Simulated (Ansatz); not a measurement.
**C5H12CdO: small, medium and large basis sets**

How large a basis does C5H12CdO need? Two functionals are run in growing sets.

The runs use Ansatz 0.2.0, Gaussian basis; one geometry, several basis sets.

Levels to be run: PBE0-D4/def2-SVP; ωB97M-V/def2-SVP; PBE0-D4/def2-QZVPP; ωB97M-V/def2-QZVPP; the functionals' def2-TZVPP values are taken from earlier runs.

1 further run of the same task is left out (for a known fault of the program).

### 1 Structure used throughout

An earlier PBE0-D4 in a triple-zeta def2 set relaxation fixed the geometry. Cd takes the def2 core potential; no spin-orbit term is included.

SMILES `[CH3][Cd][O]C(C)(C)C`, 19 atoms, charge 0, spin multiplicity 1.

Atoms are counted from 1 here; the program's logs count them from 0.

Bond lengths: C1–Cd2 2.088 Å, C1–H8 1.090 Å, C1–H9 1.091 Å, C1–H10 1.090 Å, Cd2–O3 1.982 Å, O3–C4 1.403 Å, C4–C5 1.526 Å, C4–C6 1.527 Å, C4–C7 1.527 Å, C5–H11 1.093 Å, C5–H12 1.092 Å, C5–H13 1.092 Å, C6–H14 1.092 Å, C6–H15 1.094 Å, C6–H16 1.097 Å, C7–H17 1.092 Å, C7–H18 1.094 Å, C7–H19 1.097 Å. Angles: Cd2–C1–H8 109.8°, Cd2–C1–H9 110.0°, Cd2–C1–H10 110.0°, H8–C1–H9 108.9°, H8–C1–H10 109.0°, H9–C1–H10 109.0°, C1–Cd2–O3 175.2°, Cd2–O3–C4 123.3°, O3–C4–C5 106.6°, O3–C4–C6 110.6°, O3–C4–C7 110.6°, C5–C4–C6 109.7°, C5–C4–C7 109.7°, C6–C4–C7 109.8°, C4–C5–H11 111.6°, C4–C5–H12 109.8°, C4–C5–H13 109.8°, H11–C5–H12 108.7° and more.

Geometry (Å):

```
C    -2.4177    3.1685   -0.0875
Cd   -0.8033    1.8452   -0.0440
O     0.8292    0.7220   -0.0005
C     0.7979   -0.6802    0.0226
C     2.2504   -1.1477    0.0566
C     0.1127   -1.2219   -1.2300
C     0.0678   -1.1799    1.2673
H    -3.3111    2.6754    0.2970
H    -2.2014    4.0407    0.5303
H    -2.6054    3.4954   -1.1106
H     2.3223   -2.2383    0.0768
H     2.7783   -0.7777   -0.8246
H     2.7468   -0.7471    0.9428
H     0.6089   -0.8347   -2.1227
H     0.1299   -2.3146   -1.2682
H    -0.9375   -0.9068   -1.2574
H     0.5312   -0.7616    2.1636
H     0.0840   -2.2707    1.3433
H    -0.9829   -0.8659    1.2453
```

### 2 PBE0-D4 in def2-SVP

in.yaml

```yaml
crystal:
  periodic: [false, false, false]
  atoms:
    - {symbol: C, position_ang: [-2.417740, 3.168483, -0.087515]}
    - {symbol: Cd, position_ang: [-0.803349, 1.845158, -0.043952]}
    - {symbol: O, position_ang: [0.829185, 0.721951, -0.000535]}
    - {symbol: C, position_ang: [0.797944, -0.680179, 0.022553]}
    - {symbol: C, position_ang: [2.250398, -1.147651, 0.056626]}
    - {symbol: C, position_ang: [0.112705, -1.221901, -1.230035]}
    - {symbol: C, position_ang: [0.067830, -1.179939, 1.267290]}
    - {symbol: H, position_ang: [-3.311070, 2.675417, 0.297050]}
    - {symbol: H, position_ang: [-2.201358, 4.040657, 0.530291]}
    - {symbol: H, position_ang: [-2.605427, 3.495376, -1.110599]}
    - {symbol: H, position_ang: [2.322294, -2.238299, 0.076770]}
    - {symbol: H, position_ang: [2.778288, -0.777730, -0.824608]}
    - {symbol: H, position_ang: [2.746820, -0.747131, 0.942791]}
    - {symbol: H, position_ang: [0.608932, -0.834672, -2.122676]}
    - {symbol: H, position_ang: [0.129885, -2.314609, -1.268205]}
    - {symbol: H, position_ang: [-0.937543, -0.906764, -1.257352]}
    - {symbol: H, position_ang: [0.531174, -0.761599, 2.163587]}
    - {symbol: H, position_ang: [0.083974, -2.270683, 1.343278]}
    - {symbol: H, position_ang: [-0.982934, -0.865915, 1.245261]}
basis:
  gaussian: {orbitals: def2-SVP}
hamiltonian: {xc: pbe0, dispersion: d4}
output: {orbitals: {seedname: orbitals}}
```

On the command line:

```
> ansatz run in.yaml --threads 2 --pin off --events-out ev --progress --plain --max-ram 32768MiB --backend cpu
```

The runs that follow: ωB97M-V in def2-SVP; PBE0-D4 in def2-QZVPP; ωB97M-V in def2-QZVPP.

**Question.** What will the summary of the whole plan be? Wanted: PBE0-D4: double and triple zeta above quadruple; ωB97M-V: double and triple zeta above quadruple.

**Answer**, as computed:

| quantity | value |
| --- | --- |
| PBE0-D4: double and triple zeta above quadruple | 9.95, 0.53 eV |
| ωB97M-V: double and triple zeta above quadruple | 10.45, 0.52 eV |

**Reading.** PBE0-D4 gains 9.41 eV from double to triple zeta, then 0.53 eV more. Total energies overstate the basis error of differences, where much of it tends to cancel. The LUMO of ωB97M-V is positive and keeps falling with the basis (1.32 to 0.61 eV): an unbound level that the basis holds in place.
